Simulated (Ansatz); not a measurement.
# C₅H₁₄FGeNO: a ladder of functionals and wavefunction methods

One table from this session's results is given with a row withheld; the runs are named, their logs left out.

Method: functionals in def2-TZVPP, the program's frozen cores in correlated methods; program: Ansatz 0.2.0, Gaussian basis.

Levels to be run: LDA (SPW92), PBE-D4, revPBE-D4, BLYP-D4, r2SCAN-D4, B97M-V, PBE0-D4, B3LYP-D4, r2SCANh-D4, r2SCAN0-D4, HSE06-D4, BHLYP-D4, CAM-B3LYP-D4, LC-ωPBE, ωB97X-V, ωB97M-V, B2PLYP, PBE-QIDH; CCSD(T)/def2-SVP; CCSD(T)/def2-TZVPP; MP2/def2-QZVPP; extrapolation to the limit; RPA on PBE.

**Structure used throughout**

All runs share one geometry, relaxed beforehand with PBE0-D4 in a triple-zeta def2 set.

SMILES `CC[N](C)[Ge]([CH3])([F])[O]C`, 23 atoms, charge 0, spin multiplicity 1.

Atoms are counted from 1 here; the program's logs count them from 0.

Bond lengths: C1–C2 1.514 Å, C1–H10 1.091 Å, C1–H11 1.094 Å, C1–H12 1.092 Å, C2–N3 1.448 Å, C2–H13 1.099 Å, C2–H14 1.104 Å, N3–C4 1.446 Å, N3–Ge5 1.820 Å, C4–H15 1.101 Å, C4–H16 1.097 Å, C4–H17 1.091 Å, Ge5–C6 1.928 Å, Ge5–F7 1.745 Å, Ge5–O8 1.763 Å, C6–H18 1.090 Å, C6–H19 1.090 Å, C6–H20 1.090 Å and more. Angles: C2–C1–H10 111.3°, C2–C1–H11 112.2°, C2–C1–H12 109.7°, H10–C1–H11 107.6°, H10–C1–H12 108.8°, H11–C1–H12 107.2°, C1–C2–N3 114.3°, C1–C2–H13 108.8°, C1–C2–H14 109.4°, N3–C2–H13 107.6°, N3–C2–H14 110.7°, H13–C2–H14 105.7°, C2–N3–C4 112.3°, C2–N3–Ge5 123.0°, C4–N3–Ge5 117.7°, N3–C4–H15 112.5°, N3–C4–H16 110.2°, N3–C4–H17 110.9° and more.

Coordinates:

```xyz
23
C5H14FGeNO
C    -0.05726   -0.73263   -2.51245
C    -0.85195   -1.23215   -1.32495
N    -0.37191   -0.75717   -0.04370
C    -1.11030   -1.32225    1.06373
Ge    0.37715    0.88577    0.18766
C    -0.61365    2.48220   -0.24592
F     1.84094    0.90874   -0.76192
O     0.87940    0.99996    1.87396
C     1.90476    0.15820    2.35901
H     0.99817   -0.99096   -2.41995
H    -0.12320    0.35325   -2.62592
H    -0.44849   -1.17687   -3.42978
H    -0.81154   -2.33048   -1.30785
H    -1.91681   -0.97477   -1.46168
H    -2.19414   -1.14452    0.98233
H    -0.96063   -2.40859    1.10452
H    -0.77285   -0.90006    2.01108
H    -0.95084    2.44862   -1.28196
H     0.02537    3.35339   -0.10341
H    -1.48179    2.56263    0.40907
H     2.85108    0.33512    1.83803
H     2.04309    0.37909    3.41961
H     1.65009   -0.90343    2.25611
```

The first run:

File in.yaml:

```yaml
crystal:
  periodic: [false, false, false]
  atoms:
    - {symbol: C, position_ang: [-0.057258, -0.732630, -2.512447]}
    - {symbol: C, position_ang: [-0.851951, -1.232147, -1.324949]}
    - {symbol: N, position_ang: [-0.371907, -0.757170, -0.043700]}
    - {symbol: C, position_ang: [-1.110302, -1.322254, 1.063728]}
    - {symbol: Ge, position_ang: [0.377146, 0.885774, 0.187656]}
    - {symbol: C, position_ang: [-0.613646, 2.482199, -0.245924]}
    - {symbol: F, position_ang: [1.840940, 0.908741, -0.761916]}
    - {symbol: O, position_ang: [0.879405, 0.999965, 1.873961]}
    - {symbol: C, position_ang: [1.904764, 0.158195, 2.359012]}
    - {symbol: H, position_ang: [0.998168, -0.990962, -2.419948]}
    - {symbol: H, position_ang: [-0.123196, 0.353249, -2.625922]}
    - {symbol: H, position_ang: [-0.448493, -1.176872, -3.429778]}
    - {symbol: H, position_ang: [-0.811538, -2.330479, -1.307853]}
    - {symbol: H, position_ang: [-1.916814, -0.974767, -1.461680]}
    - {symbol: H, position_ang: [-2.194137, -1.144519, 0.982327]}
    - {symbol: H, position_ang: [-0.960627, -2.408588, 1.104516]}
    - {symbol: H, position_ang: [-0.772848, -0.900056, 2.011084]}
    - {symbol: H, position_ang: [-0.950842, 2.448615, -1.281963]}
    - {symbol: H, position_ang: [0.025373, 3.353395, -0.103409]}
    - {symbol: H, position_ang: [-1.481791, 2.562634, 0.409067]}
    - {symbol: H, position_ang: [2.851077, 0.335124, 1.838028]}
    - {symbol: H, position_ang: [2.043089, 0.379086, 3.419606]}
    - {symbol: H, position_ang: [1.650087, -0.903430, 2.256106]}
basis:
  gaussian: {orbitals: def2-TZVPP}
hamiltonian: {xc: lda}
output: {orbitals: {seedname: orbitals}}
```

Command:

```
ansatz run in.yaml --threads 5 --pin off --events-out ev --progress --plain --max-ram 66560MiB --backend cuda --devices 0, --max-vram 37GiB
```

Steps of the session up to this table: LDA; PBE-D4 (GGA); revPBE-D4 (GGA); BLYP-D4 (GGA); r2SCAN-D4 (meta-GGA); B97M-V (meta-GGA); PBE0-D4 (hybrid); B3LYP-D4 (hybrid); r2SCANh-D4 (hybrid); r2SCAN0-D4 (hybrid); HSE06-D4 (hybrid); BHLYP-D4 (hybrid); CAM-B3LYP-D4 (range-separated); LC-ωPBE (range-separated); ωB97X-V (range-separated); ωB97M-V (range-separated); B2PLYP (double hybrid); PBE-QIDH (double hybrid).

One table of the session follows, with a row left open; its other results are not shown here.

It belongs to the step «Orbital energies across the functionals». 

```
  functional  HOMO (eV)  LUMO (eV)  gap (eV)
 LDA (SPW92)      -5.19      -0.34      4.86
      PBE-D4      -5.07      -0.10      4.97
   revPBE-D4      -5.01       0.02      5.03
     BLYP-D4      -4.97      -0.08      4.89
   r2SCAN-D4      -5.32       0.44      5.75
      B97M-V      -5.47       0.04      5.51
     PBE0-D4      -6.41       0.78      7.18
    B3LYP-D4      -6.20       0.45      6.65
  r2SCANh-D4      -5.82       0.75      6.57
  r2SCAN0-D4          ?          ?         ?
    HSE06-D4      -6.01       0.41      6.41
    BHLYP-D4      -7.70       1.43      9.13
CAM-B3LYP-D4      -7.80       1.58      9.37
     LC-ωPBE      -9.11       2.90     12.02
     ωB97X-V      -8.80       2.64     11.44
     ωB97M-V      -8.72       2.24     10.97
```

Q: Estimate the row for r2SCAN0-D4 from the others.

Worked estimate for «HOMO (eV)». Against the share of exact exchange, r2SCAN-D4 (0, -5.32), r2SCANh-D4 (0.1, -5.82) give a slope of -5.00 per unit share; at 0.25 the line stands at -6.57.

The run gave: HOMO (eV): -6.59; LUMO (eV): 1.16; gap (eV): 7.75. In «HOMO (eV)» the line misses by +0.02.
